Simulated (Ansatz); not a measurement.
# CH4F2Si: the cost of one run

Method: RKS PBE-D4/def2-SVP, in Ansatz 0.2.0.

### 1 Starting point

Bond lengths: Si1–C2 1.870 Å, C2–H3 1.110 Å, C2–H4 1.110 Å, C2–H5 1.110 Å, Si1–F6 1.590 Å, Si1–F7 1.589 Å, Si1–H8 1.459 Å. Angles: Si1–C2–H3 109.5°, Si1–C2–H4 109.5°, Si1–C2–H5 109.5°, H3–C2–H4 109.4°, H3–C2–H5 109.4°, H4–C2–H5 109.4°, C2–Si1–F6 109.5°, C2–Si1–F7 109.5°, C2–Si1–H8 109.5°, F6–Si1–F7 109.5°, F6–Si1–H8 109.5°, F7–Si1–H8 109.5°.

As a file:

```xyz
8

Si    0.0000    0.0000    0.0000
C     0.0000    0.0000    1.8700
H    -0.9996   -0.3092    2.2405
H     0.7676   -0.7111    2.2405
H     0.2320    1.0203    2.2405
F     1.4994    0.0000   -0.5295
F    -0.7489    1.2974   -0.5295
H    -0.6877   -1.1914   -0.4862
```

### 2 Relaxing the start

Contents of input.yaml:

```yaml
crystal:
  periodic: [false, false, false]
  atoms:
    - { symbol: Si, position_ang: [0.0, 0.0, 0.0] }
    - { symbol: C, position_ang: [0.0, 0.0, 1.87] }
    - { symbol: H, position_ang: [-0.9996, -0.3092, 2.2405] }
    - { symbol: H, position_ang: [0.7676, -0.7111, 2.2405] }
    - { symbol: H, position_ang: [0.232, 1.0203, 2.2405] }
    - { symbol: F, position_ang: [1.4994, 0.0, -0.5295] }
    - { symbol: F, position_ang: [-0.7489, 1.2974, -0.5295] }
    - { symbol: H, position_ang: [-0.6877, -1.1914, -0.4862] }
basis:
  gaussian: { orbitals: def2-SVP }
hamiltonian:
  xc: pbe
  dispersion: d4
relax:
  f_tol: 0.02
  max_steps: 40
```

The run is started by

```bash
ansatz run input.yaml --threads 1 --pin off --max-ram 2048MiB --backend cpu --events-out ev --progress --plain --runs-dir out
```

What time and memory should one allow on 1 thread of Arm Neoverse N1, shared host?

About 30 s, with a peak of 0.14 GiB.
